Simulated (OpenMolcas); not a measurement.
# One shape, several levels: CsCl (SMILES [Cl][Cs])

We compute a comparison of 6 runs (HF/3-21G, SVWN5/def2-TZVPP, TPSS/def2-TZVPP, revPBE/def2-TZVPP, MP2/def2-TZVPP, CCSD(T)/def2-TZVPP) of CsCl. 

The results are computed with OpenMolcas 26.06.

**1. The system as given**

The species is CsCl (2 atoms), meant as a singlet with charge 0. As SMILES, `[Cl][Cs]`. The bond length is the measured one.

Bond lengths: Cl1–Cs2 2.906 Å.

**2. Energy and gradient at HF/3-21G (run 1)**

Input file calc.input:

```
&GATEWAY
BasLib=$CurrDir
Coord
2
angstrom
Cl       0.000000       0.000000       0.000000
Cs       0.000000       0.000000       2.906272
Basis=3-21G
Group=NoSym
&SEWARD
&SCF
Thresholds=1e-10 1e-07 1e-07 1e-05
PrOrbitals=1
&ALASKA
```

The basis set 3-21G is read from a file made from the Basis Set Exchange's data (not shown).

Command:

```
$ export MOLCAS_MEM=1860
$ pymolcas calc.input > calc.log
```

Log:

```text
--- Start Module: gateway ---
[...]
--- Stop Module: gateway /rc=_RC_ALL_IS_WELL_ ---
[...]
      Basis functions           48
[...]
--- Start Module: scf ---
[...]
       Convergence after   9 Iterations
[...]
::    Total SCF energy                              -7987.4623420055
[...]
      Total spin, S                                     0.0000000000
[...]
      Total electronic charge=   72.000000
      Total            charge=   -0.000000
[...]
      Dipole Moment (debye):
      Origin of the operator (angstrom)=    0.0000    0.0000    2.3009
                   X=  4.9532E-16               Y= -2.5009E-16               Z=  1.3365E+01           Total=  1.3365E+01
      Quadrupole Moment (debye*angstrom):
[...]
--- Stop Module: scf /rc=_RC_ALL_IS_WELL_ ---
--- Start Module: alaska ---
[...]
 *              Molecular gradients               *
 **************************************************
  Irreducible representation: a
 ------------------------------------------------------------------------------------------
                              X                       Y                       Z
 ------------------------------------------------------------------------------------------
  CL1               1.98345749603758E-16   -1.04190934688795E-16    2.60942883566884E-02
  CS2              -1.98345749603758E-16    1.04190934688797E-16   -2.60942883566884E-02
 ------------------------------------------------------------------------------------------
--- Stop Module: alaska /rc=_RC_ALL_IS_WELL_ ---
[...]
```

It took 2.1 s on 1 thread of Arm Neoverse V2, shared host; peak memory 0.38 GiB.

**3. Energy and forces at SVWN5/def2-TZVPP (core potential) (run 2)**

Input file struct.xyz:

```xyz
2

Cl     0.000000     0.000000     0.000000
Cs     0.000000     0.000000     2.906272
```

Input file run.inp:

```
>>> EXPORT MOLCAS_PRINT=2

&GATEWAY
  BasLib = $CurrDir
  Coord = struct.xyz
  Basis = def2-TZVPP
  Group = NoSym

&SEWARD
  GridInput
  Grid=UltraFine
  End of Grid

&SCF
  KSDFT = SVWN5
  Thresholds = 1e-10 1e-07 1e-07 1e-05
  PrOrbitals = 1 1

&ALASKA
```

The basis set def2-TZVPP is read from a file made from the Basis Set Exchange's data (not shown).

Command:

```
$ export MOLCAS_MEM=1860
$ pymolcas run.inp > run.log
```

Log:

```text
--- Start Module: gateway ---
[...]
--- Stop Module: gateway /rc=_RC_ALL_IS_WELL_ ---
[...]
      Basis functions           78
[...]
--- Start Module: scf ---
[...]
       Convergence after  16 Iterations
[...]
::    Total KS-DFT energy                            -478.8982476064
[...]
      Total spin, S                                     0.0000000000
[...]
      Total electronic charge=   26.000000
      Total            charge=   -0.000000
[...]
      Dipole Moment (debye):
      Origin of the operator (angstrom)=    0.0000    0.0000    2.3009
                   X=  1.2570E-15               Y= -1.1383E-15               Z=  9.6683E+00           Total=  9.6683E+00
      Quadrupole Moment (debye*angstrom):
[...]
--- Stop Module: scf /rc=_RC_ALL_IS_WELL_ ---
[...]
--- Start Module: alaska ---
[...]
 *              Molecular gradients               *
 **************************************************
  Irreducible representation: a
 ------------------------------------------------------------------------------------------
                              X                       Y                       Z
 ------------------------------------------------------------------------------------------
  CL1               2.21380314319837E-17   -7.18481008078303E-16   -4.66400593243055E-03
  CS2              -2.20701513430194E-17    7.16014417892109E-16    4.66400593243232E-03
 ------------------------------------------------------------------------------------------
--- Stop Module: alaska /rc=_RC_ALL_IS_WELL_ ---
[...]
```

It took 6.9 s on 1 thread of Arm Neoverse V2, shared host; peak memory 0.44 GiB.

Runs 3 to 5 aren't shown in full; the table further down has their settings and results.

**4. A single-point energy at CCSD(T)/def2-TZVPP (core potential) (run 6)**

Input file mol.input:

```
&GATEWAY
BASLIB=$CurrDir
COORD
2
angstrom
Cl       0.000000       0.000000       0.000000
Cs       0.000000       0.000000       2.906272
BASIS=def2-TZVPP
GROUP=NoSym
&SEWARD
&SCF
THRESHOLDS=1e-10 1e-07 1e-07 1e-05
PRORBITALS=1 2
&RASSCF
FILEORB=$Project.ScfOrb
SPIN=1
NACTEL=0 0 0
INACTIVE=13
RAS2=0
OUTORBITALS=Canonical
ORBLISTING=Few
&MOTRA
JOBIPH
FROZEN=5
&CCSDT
CCT
TRIPLES=2
ITERATIONS=80
ACCURACY=1e-08
EXTRAPOLATION=5 4
```

The basis set def2-TZVPP is read from a file made from the Basis Set Exchange's data (not shown).

Command:

```
$ export MOLCAS_MEM=1860
$ pymolcas mol.input > mol.log
```

Log:

```text
--- Start Module: gateway ---
[...]
--- Stop Module: gateway /rc=_RC_ALL_IS_WELL_ ---
[...]
      Basis functions           78
[...]
       Convergence after  11 Iterations
[...]
::    Total SCF energy                               -479.4526331207
[...]
      Total spin, S                                     0.0000000000
[...]
      Number of active orbitals                  0
[...]
      Spin quantum number                      0.0
[...]
      Active orbitals                            0
[...]
      Number of CSFs                             1
[...]
      Number of root(s) required                 1
[...]
      Convergence after  4 iterations
[...]
      Natural orbitals and occupation numbers for root  1
      ************************************************************************************************************************
      *                                                    Final results                                                     *
      ************************************************************************************************************************
[...]
::    RASSCF root number  1 Total energy:   -479.45263312
[...]
      Total electronic charge=   26.000000
      Total            charge=   -0.000000
[...]
      Dipole Moment (debye):
      Origin of the operator (angstrom)=    0.0000    0.0000    2.3009
                   X= -5.9624E-18               Y= -1.9005E-15               Z=  1.0821E+01           Total=  1.0821E+01
      Quadrupole Moment (debye*angstrom):
[...]
--- Start Module: motra ---
[...]
--- Stop Module: motra /rc=_RC_ALL_IS_WELL_ ---
--- Start Module: ccsdt ---
[...]
      Convergence after                    17  Iterations
      Total energy (diff) :    -479.81772418      -0.00000001
[...]
 METHOD                       : CCSD+T(CCSD)+<T3(1)WT1> = CCSD(T)
[...]
       CCSD     =      -479.8177241782132
[...]
```

Run time: 19 s. Hardware: 1 thread of Arm Neoverse V2, shared host; peak memory 0.44 GiB.

**5. Overview of the runs**

| run | level | integration grid | task | energy (Eh) | dipole moment (D) of the reference | HOMO energy (eV) | LUMO energy (eV) | wall time |
| --- | --- | --- | --- | --- | --- | --- | --- | --- |
| 1 | HF/3-21G | – | gradient | -7987.462342 | 13.37 | -8.00 | 0.35 | 2.1 s |
| 2 | SVWN5/def2-TZVPP (core potential) | UltraFine | gradient | -478.898248 | 9.67 | -4.95 | -1.58 | 6.9 s |
| 3 | TPSS/def2-TZVPP (core potential) | UltraFine | gradient | -480.479489 | 9.94 | -4.81 | -1.43 | 11 s |
| 4 | revPBE/def2-TZVPP (core potential) | UltraFine | gradient | -480.396465 | 9.75 | -4.71 | -1.61 | 8.7 s |
| 5 | MP2/def2-TZVPP (core potential) | – | energy | -479.789776 | 10.82 | -9.02 | -0.17 | 2.5 s |
| 6 | CCSD(T)/def2-TZVPP (core potential) | – | energy | -479.830109 | 10.82 | -9.02 | -0.17 | 19 s |

**6. What came out**

```
                                          quantity          value
                               run 6: total energy  -479.83011 Eh
         run 6: dipole moment (mean-field density)        10.82 D
        run 6: HOMO energy (Hartree–Fock orbitals)       -9.02 eV
        run 6: LUMO energy (Hartree–Fock orbitals)       -0.17 eV
      run 6: HOMO–LUMO gap (Hartree–Fock orbitals)        8.86 eV
run 6: correlation energy (5 core orbitals frozen)     -377.5 mEh
                             run 6: (T) correction     -12.38 mEh
```

What this shows: Over runs 1, 2, 3, 4 the dipole moment (its size) runs from 9.67 D (SVWN5/def2-TZVPP) to 13.37 D (HF/3-21G). The two ends differ in method and basis and core potential. Over runs 1, 2, 3, 4 the HOMO–LUMO gap runs from 3.10 eV (revPBE/def2-TZVPP) to 8.35 eV (HF/3-21G). Totals of different functionals can't be ranked against each other. Some runs of one species differ in core potentials or relativity; totals across that change don't compare. In run 1 relativity is left out where basis or elements ask for it. All runs together took 49 s, the longest 19 s.
